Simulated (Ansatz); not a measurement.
# HfH2: the cost of one run

Program: Ansatz 0.2.0. Level of theory: DFT LDA, scalar-relativistic. These are calculated values, not measurements.

## (1) Starting point

Symmetry: I4/mmm, No. 139, tetragonal system. Conventional cell: a = 3.478 Å, b = 3.478 Å, c = 4.361 Å, α = 90.00°, β = 90.00°, γ = 90.00°. Hf (site symmetry 4/mmm) has 8 H at 2.05 Å in its first shell of neighbours. Around H (site symmetry -4m2) lie 4 Hf at 2.05 Å.

Coordinates:

```cif
data_structure
_symmetry_space_group_name_H-M 'P 1'
_symmetry_Int_Tables_number 1
_cell_length_a 3.2868
_cell_length_b 3.2868
_cell_length_c 3.2868
_cell_angle_alpha 116.112
_cell_angle_beta 116.112
_cell_angle_gamma 96.878
_cell_volume 26.38
loop_
_atom_site_label
_atom_site_type_symbol
_atom_site_fract_x
_atom_site_fract_y
_atom_site_fract_z
_atom_site_occupancy
Hf1 Hf 0.00000 0.00000 0.00000 1
H1 H 0.75000 0.25000 0.50000 1
H2 H 0.25000 0.75000 0.50000 1
```

Atoms are numbered in the order of the input: Hf1, H2, H3.

## (2) After the deformation

Space group I4/mmm before, I4/mmm after.

## (3) All-electron LAPW

Input file input.yaml:

```yaml
crystal:
  lattice:
    - [-1.75639, 1.75639, 2.1805]
    - [1.75639, -1.75639, 2.1805]
    - [1.75639, 1.75639, -2.1805]
  atoms:
    - { symbol: Hf, position: [0.0, 0.0, 0.0] }
    - { symbol: H, position: [0.75, 0.25, 0.5] }
    - { symbol: H, position: [0.25, 0.75, 0.5] }
kpoints:
  mp_grid: { grid: [12, 12, 12] }
  band_path:
    path:
      - [0.0, 0.0, 0.0]
      - [0.0, 0.0, 0.5]
      - [0.25, 0.25, 0.25]
      - [0.0, 0.5, 0.0]
      - [0.0, 0.0, 0.0]
      - [0.5, 0.5, -0.5]
      - [0.4122070546, 0.5877929454, -0.4122070546]
      - [-0.4122070546, 0.4122070546, 0.4122070546]
      - [0.0, 0.0, 0.0]
    npoints: 5
scf:
  occupations: { method: fermi_dirac, width: 0.03 }
hamiltonian:
  xc: lda
  pseudopotentials: { kind: all_electron, lapw: { basis_error: 0.0005 } }
output:
  forces: true
  stress: true
  eigenvalues: true
```

Command:

```bash
ansatz run input.yaml --threads 1 --pin off --max-ram 4096MiB --backend cpu --events-out ev --progress --plain --runs-dir out
```

Q: Estimate wall time and peak memory on 1 thread of Arm Neoverse V2, shared host.

About 39 s, with a peak of 0.6 GiB.
